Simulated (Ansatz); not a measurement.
Here is an Ansatz input file for Si₂Ni, space group Fm-3m. Write the same calculation for the Python package.

```yaml
crystal:
  lattice:
    bravais: fcc
    a: 5.406
  space_group: 225
  atoms:
    - { symbol: Si, position: [0.25, 0.75, 0.75] }
    - { symbol: Ni, position: [0.0, 0.0, 0.0] }
  reduce_to_primitive: true
kpoints:
  mp_grid:
    grid: [10, 10, 10]
hamiltonian:
  xc: pbe
magnetization:
  spin_polarized: true
  per_species:
    Ni: 2.0
scf:
  n_extra_bands: 12
  occupations:
    method: fermi_dirac
output:
  dos:
    de: 0.1
    projected: true
```

Script `pdos.py`:
```python
# -*- coding: utf-8 -*-
import warnings

import ansatz as az
import numpy as np


def main():
    warnings.simplefilter("ignore", az.DeckWarning)

    crystal = (
        az.Lattice.fcc(5.406)
        .space_group(225)
        .atom("Si", (0.25, 0.75, 0.75))
        .atom("Ni", (0.0, 0.0, 0.0))
        .primitive()
        .moments(Ni=2.0)
    )

    calc = (
        crystal.calculation()
        .kpoints(10)
        .occupations("fermi_dirac")
        .functional("PBE")
        .spin("collinear")
        .scf(extra_bands=12)
        .density_of_states(projected=True, energy_step=0.1)
    )
    with warnings.catch_warnings(record=True) as caught:
        warnings.simplefilter("always")
        done = calc.run(threads=1, backend="cpu")
    print("warnings raised:", sorted(w.category.__name__ for w in caught) or "none")
    report = done.report

    dos = done.density_of_states()
    energy = np.asarray(dos.energies_ev) - dos.fermi_ev
    curves = {}
    for site in done.projected_density_of_states().sites:
        for shell in site.shells:
            weight = sum(np.sum(curve.g_bin_mean_per_ev, axis=0) for curve in shell.curves)
            name = f"{site.species} {shell.label}"
            curves[name] = curves.get(name, 0) + weight

    print("E-EF   " + " ".join(f"{name:>8s}" for name in curves))
    for e in np.arange(-8, 4 + 0.1, 1.0):
        print(f"{e:5.1f}  " + " ".join(f"{np.interp(e, energy, g):8.3f}" for g in curves.values()))


if __name__ == "__main__":
    main()
```

`python pdos.py` gives:
```text
warnings raised: ['DeckWarning', 'RunWarning']
E-EF      Si 3S    Si 3P    Ni 3S    Ni 4S    Ni 3P    Ni 3D
 -8.0     0.312    0.237    0.000    0.014    0.002    0.116
 -7.0     0.181    0.370    0.001    0.036    0.001    0.162
 -6.0     0.098    0.575    0.001    0.034    0.003    0.284
 -5.0     0.104    1.495    0.001    0.071    0.005    1.878
 -4.0     0.048    0.456    0.001    0.035    0.002    1.439
 -3.0     0.051    0.261    0.000    0.082    0.002    2.227
 -2.0     0.068    0.783    0.000    0.016    0.005    0.801
 -1.0     0.056    0.335    0.000    0.005    0.002    0.183
  0.0     0.252    0.230    0.000    0.005    0.001    0.310
  1.0     0.572    0.839    0.000    0.020    0.001    0.428
  2.0     0.020    0.245    0.001    0.104    0.000    0.088
  3.0     0.187    0.787    0.003    0.181    0.001    0.148
  4.0     0.188    0.853    0.001    0.108    0.001    0.097
```

Caveats:
- The SCF didn't keep the moments it started from (some shrank, vanished or turned); what is printed is the state reached.
- For a metal this k-point mesh is coarse: on a finer one energies can move by several to tens of meV an atom and pressures by half a GPa or more, differences at one mesh by less.
- The starting cell is as deposited in a crystallographic database; the results hold for this polymorph, which needn't be the stable one.
- Curves are summed over the cell's atoms. Only shells that the potentials hold have channels, so projections don't add up to the total, least of all where a shell is missing (p of most metals); heights and places of peaks move with the mesh.
- The density of states is complete only as far up as bands were computed.
- The script silences the warnings on its input, which a real study should read.
- Hardware and time: 6.7 s on 1 thread of Arm Neoverse V2, on a shared host, peak memory 0.42 GiB.

(Lines on the test bed's own set-up are left out of the output.)
